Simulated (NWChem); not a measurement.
# CH5ClFGeN (SMILES [CH3][Ge]([NH2])([F])[Cl]) at 4 levels

Wanted: a comparison of 4 runs (HF/STO-3G, HF/3-21G, B3LYP/6-31G*) of CH5ClFGeN. 

The results are computed with NWChem 7.3.0.

### 1 The molecule

CH5ClFGeN: 10 atoms, total charge 0, spin state singlet. SMILES: `[CH3][Ge]([NH2])([F])[Cl]`. The coordinates come from a PBE0-D4/def2-TZVP relaxation. This is one conformer, not always the lowest.

Bond lengths: C1–Ge2 1.923 Å, Ge2–N3 1.811 Å, Ge2–F4 1.731 Å, Ge2–Cl5 2.159 Å, C1–H6 1.090 Å, C1–H7 1.090 Å, C1–H8 1.089 Å, N3–H9 1.011 Å, N3–H10 1.011 Å. Some angles: C1–Ge2–N3 114.6°, C1–Ge2–F4 110.4°, C1–Ge2–Cl5 109.6°, N3–Ge2–F4 103.9°, N3–Ge2–Cl5 113.6°, F4–Ge2–Cl5 104.0°, Ge2–C1–H6 109.9°, Ge2–C1–H7 109.2°, Ge2–C1–H8 109.3°, Ge2–N3–H9 113.7°.

### 2 Energy and forces at HF/STO-3G (run 1)

test.nw reads:

```
start test
title "CH5ClFGeN"
memory stack 880 mb heap 220 mb global 1100 mb
charge 0

geometry units bohr noautosym nocenter noautoz
 C   -2.74255952  -0.85869155  -0.01606267
 Ge   0.55312284   0.46222701  -0.78707093
 N    2.99408207  -0.40648009   1.44809713
 F    1.62762111  -0.73963881  -3.63318745
 Cl   0.29725392   4.47978475  -1.44620740
 H   -3.41549100  -0.06859706   1.76424831
 H   -2.63238849  -2.90980029   0.13870590
 H   -4.05119487  -0.34033968  -1.51820597
 H    4.76418853  -0.01077144   0.84565244
 H    2.76277959   0.29536419   3.20951085
end

basis spherical bse
 C library STO-3G
 Ge library STO-3G
 N library STO-3G
 F library STO-3G
 Cl library STO-3G
 H library STO-3G
end

scf
 thresh 1e-08
 maxiter 80
end

task scf gradient
```

Started as:

```
nwchem test.nw > test.out
```

Output:

```text
[...]
  functions       =    47
[...]
  wavefunction    = RHF
[...]
         Total SCF energy =  -2698.547704281420
      One-electron energy =  -4786.508150727114
      Two-electron energy =   1581.692239989202
 Nuclear repulsion energy =    506.268206456492
        Time for solution =      3.8s
[...]
                         RHF ENERGY GRADIENTS
    atom               coordinates                        gradient
                 x          y          z           x          y          z
   1 C      -2.742560  -0.858692  -0.016063   -0.013812  -0.010308  -0.001030
   2 Ge      0.553123   0.462227  -0.787071   -0.024249   0.031892   0.012624
   3 N       2.994082  -0.406480   1.448097    0.039164  -0.006541   0.029242
   4 F       1.627621  -0.739639  -3.633187    0.010593  -0.012223  -0.025411
   5 Cl      0.297254   4.479785  -1.446207   -0.000489  -0.000026  -0.002687
   6 H      -3.415491  -0.068597   1.764248    0.001705   0.006303   0.007136
   7 H      -2.632388  -2.909800   0.138706    0.004153  -0.007374   0.000052
   8 H      -4.051195  -0.340340  -1.518206   -0.001347   0.004636  -0.006994
   9 H       4.764189  -0.010771   0.845652   -0.012133  -0.002961  -0.000598
  10 H       2.762780   0.295364   3.209511   -0.003585  -0.003397  -0.012334
[...]
```

Run time: 6.6 s. Hardware: 1 thread of Intel Xeon 6975P-C (Granite Rapids), shared host; peak memory 0.1 GiB.

### 3 Energy and forces at HF/3-21G (run 2)

struct.nw reads:

```
echo
start struct
memory total 2200 mb

geometry noautosym nocenter noautoz
C    -1.451300   -0.454400   -0.008500
Ge    0.292700    0.244600   -0.416500
N     1.584400   -0.215100    0.766300
F     0.861300   -0.391400   -1.922600
Cl    0.157300    2.370600   -0.765300
H    -1.807400   -0.036300    0.933600
H    -1.393000   -1.539800    0.073400
H    -2.143800   -0.180100   -0.803400
H     2.521100   -0.005700    0.447500
H     1.462000    0.156300    1.698400
end

basis spherical bse
* library 3-21G
end

scf
thresh 1e-08
maxiter 80
end

task scf gradient
```

Started as:

```
nwchem struct.nw > struct.out
```

Output:

```text
[...]
  functions       =    72
[...]
  wavefunction    = RHF
[...]
         Total SCF energy =  -2716.409947803266
      One-electron energy =  -4791.326092414191
      Two-electron energy =   1568.647901718168
 Nuclear repulsion energy =    506.268242892757
        Time for solution =      4.3s
[...]
                         RHF ENERGY GRADIENTS
    atom               coordinates                        gradient
                 x          y          z           x          y          z
   1 C      -2.742559  -0.858691  -0.016063    0.000142  -0.004082  -0.000789
   2 Ge      0.553123   0.462227  -0.787071   -0.017795   0.050185   0.018006
   3 N       2.994082  -0.406480   1.448097    0.006495  -0.030057   0.007180
   4 F       1.627621  -0.739639  -3.633187    0.008923  -0.010783  -0.021467
   5 Cl      0.297254   4.479784  -1.446207    0.001874  -0.025807   0.002486
   6 H      -3.415491  -0.068597   1.764248    0.001396   0.003754   0.004434
   7 H      -2.632388  -2.909800   0.138706    0.002013  -0.005414   0.000130
   8 H      -4.051195  -0.340340  -1.518206   -0.000518   0.003084  -0.005146
   9 H       4.764188  -0.010771   0.845652   -0.000937   0.009526  -0.002755
  10 H       2.762779   0.295364   3.209511   -0.001593   0.009595  -0.002080
[...]
```

It took 7.5 s on 1 thread of Intel Xeon 6975P-C (Granite Rapids), shared host; peak memory 0.099 GiB.

Run 3 isn't shown in full; the table further down has it.

### 4 Energy and forces at B3LYP/6-31G(d) (spherical functions) (run 4)

run.py reads:

```python
from ase import Atoms
from ase.calculators.nwchem import NWChem

system = Atoms(['C', 'Ge', 'N', 'F', 'Cl', 'H', 'H', 'H', 'H', 'H'], positions=[
    [-1.451300, -0.454400, -0.008500],
    [0.292700, 0.244600, -0.416500],
    [1.584400, -0.215100, 0.766300],
    [0.861300, -0.391400, -1.922600],
    [0.157300, 2.370600, -0.765300],
    [-1.807400, -0.036300, 0.933600],
    [-1.393000, -1.539800, 0.073400],
    [-2.143800, -0.180100, -0.803400],
    [2.521100, -0.005700, 0.447500],
    [1.462000, 0.156300, 1.698400],
])

calc = NWChem(
    label='geom',
    theory='dft',
    memory='2200 mb',
    basis='6-31G*',
    basispar='spherical bse',
    dft={'xc': 'b3lyp', 'mult': '1', 'grid': 'fine', 'convergence': 'energy 1e-08', 'iterations': '100', 'mulliken': None},
)
system.calc = calc

forces = system.get_forces()
e = system.get_potential_energy()
print(f"E = {e:.6f} eV")
print("forces (eV/A):")
for s, f in zip(system.symbols, forces):
    print(f"{s:2s} {f[0]:10.5f} {f[1]:10.5f} {f[2]:10.5f}")
print("dipole (e A):", system.get_dipole_moment().round(4))
```

Started as:

```
export ASE_NWCHEM_COMMAND="nwchem PREFIX.nwi > PREFIX.nwo"
python run.py
```

Output:

```text
E = -74362.373869 eV
forces (eV/A):
C    -0.22451   -0.07585    0.07302
Ge   -0.05374   -0.22255    0.03852
N     0.14650   -0.30010    0.20255
F     0.13092   -0.16049   -0.36978
Cl   -0.05055    0.62411   -0.08829
H    -0.04438    0.03142    0.09143
H     0.00926   -0.09647    0.00525
H    -0.06849    0.02617   -0.07292
H     0.20451    0.06824   -0.10207
H    -0.04947    0.10547    0.22225
dipole (e A): [-0.1373 -0.1676  0.5822]
```

The calculator wrote geom.nwi:

```
title "geom"

permanent_dir geom

scratch_dir geom

start geom

geometry units angstrom nocenter noautosym noautoz
  C  -1.4513000000000000e+00 -4.5440000000000003e-01 -8.5000000000000006e-03
  Ge 2.9270000000000002e-01 2.4460000000000001e-01 -4.1649999999999998e-01
  N  1.5844000000000000e+00 -2.1510000000000001e-01 7.6629999999999998e-01
  F  8.6129999999999995e-01 -3.9140000000000003e-01 -1.9226000000000001e+00
  Cl 1.5730000000000000e-01 2.3706000000000000e+00 -7.6529999999999998e-01
  H  -1.8073999999999999e+00 -3.6299999999999999e-02 9.3359999999999999e-01
  H  -1.3930000000000000e+00 -1.5398000000000001e+00 7.3400000000000007e-02
  H  -2.1438000000000001e+00 -1.8010000000000001e-01 -8.0340000000000000e-01
  H  2.5211000000000001e+00 -5.7000000000000002e-03 4.4750000000000001e-01
  H  1.4620000000000000e+00 1.5629999999999999e-01 1.6983999999999999e+00
end

memory 2200 mb

basis spherical bse noprint
   * library 6-31G*
end

dft
  xc b3lyp
  mult 1
  grid fine
  convergence energy 1e-08
  iterations 100
  mulliken
end

task dft gradient
```

geom.nwo (excerpt; [...] marks lines left out):

```text
[...]
         Total DFT energy =    -2732.766857304411
[...]
  wavefunction    = closed shell
                         DFT ENERGY GRADIENTS
    atom               coordinates                        gradient
                 x          y          z           x          y          z
   1 C      -2.742559  -0.858691  -0.016063    0.004366   0.001475  -0.001420
   2 Ge      0.553123   0.462227  -0.787071    0.001045   0.004328  -0.000749
   3 N       2.994082  -0.406480   1.448097   -0.002849   0.005836  -0.003939
[... 6 lines of this table left out ...]
  10 H       2.762779   0.295364   3.209511    0.000962  -0.002051  -0.004322
[...]
```

It took 45 s on 1 thread of Intel Xeon 6975P-C (Granite Rapids), shared host; peak memory 0.12 GiB.

### 5 All runs side by side

```tsv
run	level	Cartesian functions	iteration cap	energy (Eh)	dipole moment (D)	HOMO energy (eV)	LUMO energy (eV)	wall time
1	HF/STO-3G	no	80	-2698.547704	2.45	-9.24	8.56	6.6 s
2	HF/3-21G	no	80	-2716.409948	3.54	-11.62	4.19	7.5 s
3	B3LYP/6-31G* (Cartesian functions)	yes	100	-2732.779431	–	–	–	45 s
4	B3LYP/6-31G* (spherical functions)	no	100	-2732.766857	2.98	-7.58	0.10	45 s
```

### 6 Outcome

```
                       quantity           value
            run 4: total energy  -2732.76686 Eh
           run 4: dipole moment          2.98 D
             run 4: HOMO energy        -7.58 eV
             run 4: LUMO energy         0.10 eV
           run 4: HOMO–LUMO gap         7.68 eV
run 4: largest force on an atom      0.632 eV/Å
```

**Reading.** Over runs 1, 2, 4 the dipole moment (its size) runs from 2.45 D (HF/STO-3G) to 3.54 D (HF/3-21G). Over runs 1, 2, 4 the HOMO–LUMO gap runs from 7.68 eV (B3LYP/6-31G*) to 17.81 eV (HF/STO-3G). The two ends differ in method and basis. In run 1 the basis is minimal, so the values are rough. All runs together took 1.7 min, the longest 45 s.
